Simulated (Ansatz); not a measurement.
Geometry optimisation, DFT LDA, scalar-relativistic, plane waves, PAW in Ansatz.

The input (input.yaml):

```yaml
crystal:
  lattice:
    - [8.1, 0.0, 0.0]
    - [0.0, 8.1, 0.0]
    - [0.0, 0.0, 8.1]
  atoms:
    - { symbol: Al, position: [0.5, 0.0, 0.0] }
    - { symbol: Al, position: [0.75, 0.25, 0.0] }
    - { symbol: Al, position: [0.75, 0.0, 0.25] }
    - { symbol: Al, position: [0.0, 0.0, 0.0] }
    - { symbol: Al, position: [0.25, 0.25, 0.0] }
    - { symbol: Al, position: [0.5, 0.5, 0.0] }
    - { symbol: Al, position: [0.75, 0.75, 0.0] }
    - { symbol: Al, position: [0.25, 0.0, 0.25] }
    - { symbol: Al, position: [0.5, 0.25, 0.25] }
    - { symbol: Al, position: [0.75, 0.5, 0.25] }
    - { symbol: Al, position: [0.5, 0.0, 0.5] }
    - { symbol: Al, position: [0.75, 0.25, 0.5] }
    - { symbol: Al, position: [0.75, 0.0, 0.75] }
    - { symbol: Al, position: [0.0, 0.5, 0.0] }
    - { symbol: Al, position: [0.25, 0.75, 0.0] }
    - { symbol: Al, position: [0.0, 0.25, 0.25] }
    - { symbol: Al, position: [0.25, 0.5, 0.25] }
    - { symbol: Al, position: [0.5, 0.75, 0.25] }
    - { symbol: Al, position: [0.0, 0.0, 0.5] }
    - { symbol: Al, position: [0.25, 0.25, 0.5] }
    - { symbol: Al, position: [0.5, 0.5, 0.5] }
    - { symbol: Al, position: [0.75, 0.75, 0.5] }
    - { symbol: Al, position: [0.25, 0.0, 0.75] }
    - { symbol: Al, position: [0.5, 0.25, 0.75] }
    - { symbol: Al, position: [0.75, 0.5, 0.75] }
    - { symbol: Al, position: [0.0, 0.75, 0.25] }
    - { symbol: Al, position: [0.0, 0.5, 0.5] }
    - { symbol: Al, position: [0.25, 0.75, 0.5] }
    - { symbol: Al, position: [0.0, 0.25, 0.75] }
    - { symbol: Al, position: [0.25, 0.5, 0.75] }
    - { symbol: Al, position: [0.5, 0.75, 0.75] }
    - { symbol: Al, position: [0.0, 0.75, 0.75] }
    - { symbol: Ga, position: [0.2422926, 0.49436812, -0.00646531] }
basis:
  ecutwfc: 420.0
kpoints:
  mp_grid: { grid: [2, 2, 2] }
hamiltonian:
  xc: lda
  pseudopotentials: { kind: paw, azcp: { folder: soft_1 } }
scf:
  occupations: { method: gaussian, width: 0.05 }
  lower_state_search: "off"
relax:
  f_tol: 0.03
  max_steps: 60
  adjacent_minimum: "off"
```

Run as:

```bash
$ ansatz run input.yaml --threads 2 --pin off --max-ram 5120MiB --backend cpu --events-out ev --progress --plain --runs-dir out
```

Question: Where does it end, and by what steps?

Answer: The forces met the threshold. The force dipped under the threshold on the way, but the program's further checks kept it going. Limits of this set-up: coarse k mesh, PAW files made for another functional, a small cell, in which the defect meets its images. After 5 steps the energy has fallen by 6.835 eV; Al14 moved furthest, 0.44 Å. The start is strongly strained (largest force component 8 eV/Å).

```tsv
step	energy less start (eV)	largest force component (eV/Å)	accepted
0	0.0000	8.274	yes
1	-4.9978	3.045	yes
2	-6.5707	1.004	yes
3	-6.8321	0.029	yes
4	-6.8321	0.029	yes
5	-6.8353	0.021	yes
```

```xyz
33
Lattice="8.1000 0.0000 0.0000 0.0000 8.1000 0.0000 0.0000 0.0000 8.1000" Properties=species:S:1:pos:R:3
Al 4.151 -0.002 -0.002
Al 6.072 1.922 -0.002
Al 6.074 -0.001 2.045
Al -0.104 -0.002 -0.002
Al 2.024 1.587 -0.001
Al 4.481 4.049 -0.001
Al 6.072 6.176 -0.002
Al 2.023 -0.002 2.126
Al 4.067 2.005 2.042
Al 6.072 4.049 2.126
Al 4.070 -0.001 4.049
Al 6.074 2.002 4.049
Al 6.074 -0.001 6.052
Al -0.440 4.049 -0.001
Al 2.024 6.507 -0.001
Al -0.020 2.006 2.041
Al 2.024 4.049 2.457
Al 4.067 6.093 2.042
Al -0.023 -0.001 4.049
Al 2.023 1.922 4.048
Al 4.151 4.049 4.048
Al 6.074 6.095 4.049
Al 2.023 -0.002 5.972
Al 4.066 2.006 6.055
Al 6.072 4.049 5.972
Al -0.020 6.092 2.042
Al -0.104 4.049 4.048
Al 2.023 6.176 4.048
Al -0.019 2.006 6.056
Al 2.024 4.049 5.636
Al 4.067 6.092 6.055
Al -0.020 6.092 6.056
Ga 2.019 4.046 -0.005
```

Whether the end is a true minimum wasn't checked by a vibrational analysis.

Time of the run: 47 s on 2 threads of Arm Neoverse V1, on a shared host, peak memory 0.99 GiB.
